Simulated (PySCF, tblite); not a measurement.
**C3H8NOSi radical: geometry, infrared bands and EPR parameters**

Aim: predict the infrared bands and EPR parameters of C3H8NOSi radical (`CCC(=O)[SiH]N`).

Programs: tblite 0.8.0 and PySCF 2.14.0, with density-fitted response routines of our own. Each step states its level of theory. These are calculated values for one molecule in the gas phase, unless marked as measured. Atoms count from 0, in the outputs and in this text.

### Step 1. The starting structure

14 atoms, charge 0, multiplicity 2; geometry from: force field or distance geometry start.

Bonds of the start (Å): C0–C1 1.53, C1–C2 1.49, C2–O3 1.24, C2–Si4 1.91, Si4–N5 1.72, C0–H6 1.10, C0–H7 1.09, C0–H8 1.09, C1–H9 1.10, C1–H10 1.10, Si4–H11 1.48, N5–H12 1.01, N5–H13 1.02.

### Step 2. Geometry optimisation with GFN2-xTB

The job: settings as JSON, then the geometry in Å.

```
{"job": {"kind": "relax", "xc": "GFN2-xTB", "basis": "xTB"}, "charge": 0, "multiplicity": 2}
C      2.306500    -0.004200     0.409800
C      0.902800    -0.590900     0.550200
C     -0.066800     0.018600    -0.402100
O      0.173700     0.909200    -1.228800
Si    -1.868100    -0.605500    -0.360200
N     -2.983700     0.523700    -1.023400
H      2.287600     1.080400     0.596100
H      2.995500    -0.461400     1.124500
H      2.691900    -0.163300    -0.599500
H      0.951000    -1.675400     0.379900
H      0.549300    -0.430400     1.580900
H     -2.315700    -0.849700     1.026300
H     -2.540500     0.955200    -1.825300
H     -3.084100     1.293200    -0.365200
```

On the command line:

```
> OMP_NUM_THREADS=1 python probes_run.py task.json out
```

One launch serves the whole session: the jobs run in the order shown.

The log of the run:

```text
step      E/eV     max force
  0    -521.01968    1.377
  1    -521.06709    1.021
  2    -521.09330    0.500
  3    -521.11337    0.505
  4    -521.14125    0.412
  5    -521.15431    0.279
  6    -521.16594    0.225
  7    -521.17420    0.234
  8    -521.18253    0.274
  9    -521.19203    0.295
 10    -521.20547    0.316
 11    -521.22163    0.350
 12    -521.23624    0.325
 13    -521.24537    0.187
 14    -521.24983    0.145
 15    -521.25243    0.132
 16    -521.25466    0.118
 17    -521.25642    0.109
 18    -521.25797    0.145
 19    -521.25947    0.135
 20    -521.26115    0.117
 21    -521.26295    0.096
 22    -521.26426    0.073
 23    -521.26511    0.075
 24    -521.26598    0.081
 25    -521.26674    0.077
 26    -521.26758    0.102
 27    -521.26858    0.073
 28    -521.26987    0.086
 29    -521.27109    0.097
 30    -521.27248    0.118
 31    -521.27399    0.139
 32    -521.27558    0.106
 33    -521.27727    0.099
 34    -521.27896    0.100
 35    -521.28025    0.096
 36    -521.28132    0.174
 37    -521.28249    0.109
 38    -521.28438    0.092
 39    -521.28588    0.103
 40    -521.28660    0.101
 41    -521.28753    0.076
 42    -521.28829    0.087
 43    -521.28935    0.085
 44    -521.29032    0.068
 45    -521.29106    0.070
 46    -521.29163    0.078
 47    -521.29221    0.067
 48    -521.29275    0.065
 49    -521.29305    0.101
 50    -521.29355    0.059
 51    -521.29388    0.058
 52    -521.29416    0.056
 53    -521.29447    0.050
 54    -521.29483    0.057
 55    -521.29515    0.048
 56    -521.29543    0.047
 57    -521.29578    0.054
 58    -521.29626    0.065
 59    -521.29688    0.068
 60    -521.29752    0.073
 61    -521.29812    0.076
 62    -521.29837    0.120
 63    -521.29920    0.088
 64    -521.30001    0.073
 65    -521.30154    0.106
 66    -521.30232    0.075
 67    -521.30277    0.069
 68    -521.30357    0.060
 69    -521.30427    0.049
 70    -521.30479    0.033
 71    -521.30494    0.037
 72    -521.30515    0.037
 73    -521.30537    0.040
 74    -521.30558    0.035
 75    -521.30569    0.031
 76    -521.30574    0.018
 77    -521.30578    0.016
 78    -521.30581    0.012
 79    -521.30584    0.014
 80    -521.30589    0.019
 81    -521.30594    0.019
 82    -521.30598    0.018
 83    -521.30603    0.017
 84    -521.30609    0.024
 85    -521.30617    0.030
 86    -521.30624    0.031
 87    -521.30631    0.035
 88    -521.30640    0.037
 89    -521.30658    0.043
 90    -521.30688    0.067
 91    -521.30728    0.069
 92    -521.30764    0.042
 93    -521.30780    0.022
 94    -521.30787    0.021
 95    -521.30798    0.026
 96    -521.30809    0.027
 97    -521.30818    0.029
 98    -521.30824    0.025
 99    -521.30830    0.022
100    -521.30838    0.023
101    -521.30847    0.021
102    -521.30854    0.022
103    -521.30861    0.024
104    -521.30873    0.029
105    -521.30897    0.042
106    -521.30953    0.062
107    -521.31047    0.105
108    -521.31146    0.162
109    -521.31125    0.236
110    -521.31415    0.139
111    -521.31549    0.119
112    -521.31781    0.199
113    -521.31969    0.144
114    -521.32081    0.310
115    -521.32092    0.548
116    -521.32473    0.373
117    -521.31526    0.537
118    -521.32526    0.145
119    -521.29391    1.185
120    -521.32651    0.085
121    -521.32715    0.098
122    -521.32771    0.177
123    -521.32855    0.199
124    -521.32900    0.096
125    -521.32947    0.037
126    -521.33030    0.049
127    -521.33089    0.074
128    -521.33154    0.079
129    -521.33238    0.103
130    -521.33322    0.095
131    -521.33351    0.156
132    -521.33477    0.127
133    -521.33582    0.135
134    -521.33747    0.122
135    -521.33847    0.182
136    -521.33960    0.131
137    -521.34083    0.123
138    -521.34161    0.100
139    -521.34233    0.080
140    -521.34322    0.082
141    -521.34397    0.115
142    -521.34394    0.097
143    -521.34384    0.170
144    -521.34465    0.066
145    -521.34490    0.054
146    -521.34512    0.059
147    -521.34548    0.074
148    -521.34583    0.077
149    -521.34619    0.065
150    -521.34660    0.060
151    -521.34706    0.065
152    -521.34740    0.035
153    -521.34758    0.061
154    -521.34772    0.041
155    -521.34785    0.028
156    -521.34793    0.035
157    -521.34801    0.027
158    -521.34807    0.021
159    -521.34809    0.019
160    -521.34813    0.015
161    -521.34820    0.025
162    -521.34823    0.031
163    -521.34827    0.030
164    -521.34830    0.023
165    -521.34834    0.016
166    -521.34838    0.012
167    -521.34841    0.010
```

Run time: 3.5 s. Hardware: 1 thread of Intel Xeon at 2.50GHz, shared host; peak memory 0.18 GiB.

Along the way: (not every step is listed)

| step | energy from step 0 (eV) | largest force (eV/Å) |
| --- | --- | --- |
| 0 | 0.0000 | 1.3771 |
| 1 | -0.0474 | 1.0206 |
| 2 | -0.0736 | 0.4998 |
| 3 | -0.0937 | 0.5055 |
| 4 | -0.1216 | 0.4124 |
| 5 | -0.1346 | 0.2787 |
| 6 | -0.1463 | 0.2254 |
| 7 | -0.1545 | 0.2344 |
| 8 | -0.1629 | 0.2736 |
| 23 | -0.2454 | 0.0747 |
| 38 | -0.2647 | 0.0916 |
| 53 | -0.2748 | 0.0504 |
| 68 | -0.2839 | 0.0598 |
| 83 | -0.2863 | 0.0173 |
| 98 | -0.2886 | 0.0247 |
| 113 | -0.3000 | 0.1437 |
| 128 | -0.3119 | 0.0790 |
| 143 | -0.3242 | 0.1697 |
| 158 | -0.3284 | 0.0210 |
| 162 | -0.3285 | 0.0310 |
| 163 | -0.3286 | 0.0305 |
| 164 | -0.3286 | 0.0231 |
| 165 | -0.3287 | 0.0157 |
| 166 | -0.3287 | 0.0122 |
| 167 | -0.3287 | 0.0103 |

Close pairs (by a distance rule), those that changed most:

| bond | before (Å) | after (Å) | change (Å) |
| --- | --- | --- | --- |
| C2–Si4 | 1.907 | 1.846 | -0.061 |
| Si4–H11 | 1.477 | 1.449 | -0.028 |
| C1–C2 | 1.489 | 1.516 | +0.027 |
| C0–H6 | 1.101 | 1.089 | -0.012 |
| N5–H13 | 1.018 | 1.007 | -0.011 |
| C1–H10 | 1.101 | 1.093 | -0.009 |
| Si4–N5 | 1.720 | 1.712 | -0.008 |
| C1–H9 | 1.099 | 1.092 | -0.007 |

The next job starts from the end point, and lists it.

### Step 3. Vibrational analysis with GFN2-xTB

The job: settings as JSON, then the geometry in Å.

```
{"job": {"kind": "ir", "xc": "GFN2-xTB", "basis": "xTB"}, "charge": 0, "multiplicity": 2}
C      1.981043     0.183750     0.702637
C      1.127069    -0.973006     0.188916
C     -0.025659    -0.461939    -0.653431
O     -0.012542    -0.517194    -1.890552
Si    -1.443753     0.384914     0.170705
N     -2.789060     0.719260    -0.833708
H      1.384932     0.851839     1.322598
H      2.812582    -0.191068     1.295480
H      2.381344     0.753999    -0.132332
H      1.735691    -1.631893    -0.433190
H      0.736814    -1.544372     1.034383
H     -1.813691     0.361435     1.571469
H     -2.673523     0.565584    -1.824171
H     -3.401924     1.498219    -0.655467
```

The log of the run:

```text
mode    cm-1     km/mol
  1      25.5      2.13
  2      79.1      3.49
  3     103.4      3.25
  4     145.2      0.65
  5     200.6      3.66
  6     206.5     15.87
  7     246.6     29.74
  8     321.9     10.22
  9     426.2     27.43
 10     477.0    218.83
 11     524.0      8.03
 12     590.1     80.24
 13     668.7      5.94
 14     798.3     53.64
 15     827.4      1.91
 16     926.2    212.14
 17     985.1     11.85
 18    1053.9     15.23
 19    1071.5      3.74
 20    1161.1     23.47
 21    1234.1      1.58
 22    1296.4      0.40
 23    1403.7      1.78
 24    1467.8      1.53
 25    1484.4     59.46
 26    1494.5      5.68
 27    1500.8      5.81
 28    1565.8    499.04
 29    2374.8    249.96
 30    2960.2     35.34
 31    2990.1      9.95
 32    3015.1     49.76
 33    3027.0     46.03
 34    3041.0     23.20
 35    3455.3     24.26
 36    3496.2      6.77
```

Wall time 1.1 s (1 thread of Intel Xeon at 2.50GHz, shared host); peak memory 0.18 GiB.

Which atoms move in the most intense modes:

| cm⁻¹ | km/mol | atoms |
| --- | --- | --- |
| 477 | 218.8 | H12 54 %, H13 26 %, N5 19 % |
| 590 | 80.2 | H11 79 % |
| 798 | 53.6 | H12 37 %, H13 32 %, N5 14 % |
| 926 | 212.1 | N5 38 %, Si4 25 % |
| 1484 | 59.5 | H12 46 %, H13 42 %, N5 11 % |
| 1566 | 499.0 | C2 60 %, O3 37 % |
| 2375 | 250.0 | H11 97 % |
| 3015 | 49.8 | H6 87 % |

### Step 4. g tensor and hyperfine couplings: B3LYP/pcH-1

The job, as its differences from that of step 3:

```diff
@@ -1,2 +1,2 @@
-{"job": {"kind": "ir", "xc": "GFN2-xTB", "basis": "xTB"}, "charge": 0, "multiplicity": 2}
+{"job": {"kind": "epr", "basis": "pcH-1"}, "charge": 0, "multiplicity": 2}
 C      1.981043     0.183750     0.702637
```

Method: UKS B3LYP, pcH-1 on C H N O Si, non-relativistic, mean-field spin-orbit, GIAO.

The log of the run:

```text
UKS, coarse grid
  cycle   1  E = -538.38746630  |g| = 7.01e-01
  cycle   2  E = -536.09137580  |g| = 2.06e+00
  cycle   3  E = -538.53757212  |g| = 3.55e-01
  cycle   4  E = -538.59009765  |g| = 1.89e-01
  cycle   5  E = -538.60372536  |g| = 5.24e-02
  cycle   6  E = -538.60492656  |g| = 2.67e-02
  cycle   7  E = -538.60533974  |g| = 1.04e-02
  cycle   8  E = -538.60542049  |g| = 4.49e-03
  cycle   9  E = -538.60543562  |g| = 1.84e-03
  cycle  10  E = -538.60543904  |g| = 6.19e-04
UKS, final grid
  cycle   1  E = -538.60540649  |g| = 6.76e-04
  cycle   2  E = -538.60540628  |g| = 1.16e-03
  cycle   3  E = -538.60540682  |g| = 2.66e-04
  cycle   4  E = -538.60540686  |g| = 1.26e-04
  cycle   5  E = -538.60540689  |g| = 9.66e-05
  cycle   6  E = -538.60540690  |g| = 1.79e-05
E = -538.60540690 Eh   <S^2> = 0.7572 (exact 0.7500)
g shifts (ppm)      1          2          3
  rmc          -182       -182       -182
  gc             -8         30         32
  oz_so         -38        795       2591
  total        -229        643       2441
hyperfine (MHz)  atom isotope    a_iso     a_fc   dipolar eigenvalues
    0   13C      21.87      21.87     -1.24     -1.12      2.36
    1   13C      -4.41      -4.41     -0.85     -0.29      1.14
    2   13C     -14.12     -14.07    -10.13     -1.03     11.16
    3   17O     -15.62     -15.57    -69.80     32.84     36.96
    4  29Si    -139.47    -140.43   -133.99     66.21     67.78
    5   14N       6.57       6.55     -7.10     -6.82     13.92
    6    1H       4.34       4.34     -3.71     -0.12      3.83
    7    1H       9.14       9.14     -1.06     -0.90      1.96
    8    1H      -0.50      -0.50     -1.63     -1.14      2.77
    9    1H      -3.11      -3.11     -1.47     -1.14      2.60
   10    1H       7.37       7.37     -2.09     -1.57      3.65
   11    1H      -8.51      -8.52     -9.32      2.35      6.97
   12    1H      -9.06      -9.09     -7.18     -2.79      9.96
   13    1H       5.95       5.93     -8.32     -4.18     12.51
```

Wall time 2.4 min (1 thread of Intel Xeon at 2.50GHz, shared host); peak memory 0.85 GiB.

Principal g values 2.00209, 2.00296, 2.00476; g(iso) = 2.00327, against 2.00232 for a free electron.

Hyperfine couplings; where a row names several nuclei, a(iso) is their mean (it holds for fast rotation or exchange) and the dipolar term the largest among them:

| nuclei | isotope | a(iso) (MHz) | a(iso) (G, at g = 2.0023) | largest dipolar term (MHz) |
| --- | --- | --- | --- | --- |
| Si4 | 29Si | -139.5 | -49.8 | -134.0 |
| C0 | 13C | 21.9 | 7.8 | 2.4 |
| O3 | 17O | -15.6 | -5.6 | -69.8 |
| C2 | 13C | -14.1 | -5.0 | 11.2 |
| H11 | 1H | -8.5 | -3.0 | -9.3 |
| N5 | 14N | 6.6 | 2.3 | 13.9 |
| C1 | 13C | -4.4 | -1.6 | 1.1 |
| H6, H7, H8 | 1H | 4.3 | 1.5 | 3.8 |
| H9, H10 | 1H | 2.1 | 0.8 | 3.7 |
| H12, H13 | 1H | -1.6 | -0.6 | 12.5 |

Mulliken spin populations:

C0 0.01; C1 -0.01; C2 0.04; O3 0.20; Si4 0.69; N5 0.10; H6 0.00; H7 0.01; H8 0.00; H9 0.00; H10 0.00; H11 -0.02; H12 0.00; H13 0.00

In first order the couplings over 0.8 MHz of 1H, 14N give 204 distinct lines over 15.0 G, if the averaged nuclei exchange fast.

The fields below are evaluated on a grid from the run's orbitals.

ELF in a plane through or near 6 of the atoms.

Values, 10 rows by 14 columns:
```
0.00 0.00 0.00 0.00 0.00 0.00 0.00 0.00 0.00 0.00 0.00 0.00 0.00 0.00
0.00 0.00 0.00 0.00 0.00 0.00 0.00 0.00 0.00 0.00 0.00 0.00 0.00 0.00
0.00 0.00 0.00 0.00 0.04 0.61 0.02 0.05 0.25 0.12 0.00 0.00 0.00 0.00
0.00 0.00 0.03 0.59 0.28 0.99 0.56 0.31 0.79 0.30 0.03 0.48 0.02 0.00
0.00 0.00 0.37 0.99 0.82 0.43 0.11 0.67 0.25 0.62 0.73 0.99 0.50 0.00
0.00 0.00 0.05 0.54 0.49 0.65 0.20 0.70 0.37 0.65 0.71 0.40 0.04 0.00
0.00 0.00 0.00 0.00 0.02 0.08 0.20 0.77 0.37 0.04 0.98 0.65 0.00 0.00
0.00 0.00 0.00 0.00 0.02 0.01 0.64 0.71 0.86 0.04 0.21 0.04 0.00 0.00
0.00 0.00 0.00 0.00 0.00 0.00 0.33 0.56 0.26 0.01 0.00 0.00 0.00 0.00
0.00 0.00 0.00 0.00 0.00 0.00 0.00 0.00 0.00 0.00 0.00 0.00 0.00 0.00
```
The map spans 12.6 Å across and 9.0 Å up, centred on the molecule. Atoms in the plane (x, y in Å): C0 (-2.0, 0.4), O3 (0.4, -1.9), H6 (-1.5, 1.3), H7 (-3.0, 0.7), H12 (3.1, -1.0), H13 (3.7, 0.6).

On the surface of density 0.002 e/bohr³ the electrostatic potential runs, from the 1st to the 99th percentile, from -1.79 V near O3 to 1.81 V near H13.

The spin density lies nearest to Si4 44 %; O3 18 %; C2 11 %; N5 10 %.

### Step 5. What came out

| quantity | value |
| --- | --- |
| strongest single infrared mode (GFN2-xTB) | 1566 cm⁻¹, 499 km/mol |
| zero-point energy (GFN2-xTB) | 66.7 kcal/mol |
| g(iso) (B3LYP) | 2.00327 |
| ⟨S²⟩ | 0.757 (exact 0.75) |
| largest a(iso) (averaged by class) | 29Si on Si4, -139.5 MHz |
| surface potential, 1st and 99th percentile | -1.79 V and 1.81 V |

In words: Over 167 steps the energy fell by 0.329 eV; of the close pairs, C2–Si4 changed most, 1.907 to 1.846 Å. All 36 modes are real, so the xTB geometry is a minimum. The strongest single mode, at 1566 cm⁻¹, moves mainly C2 and O3. Unscaled tight-binding wavenumbers are off by several per cent, some by more. Its intensities can rank the bands wrongly. Most of the unpaired spin sits on Si4 (0.69 e). The isotropic g lies 1.0 ppt above the free-electron value.
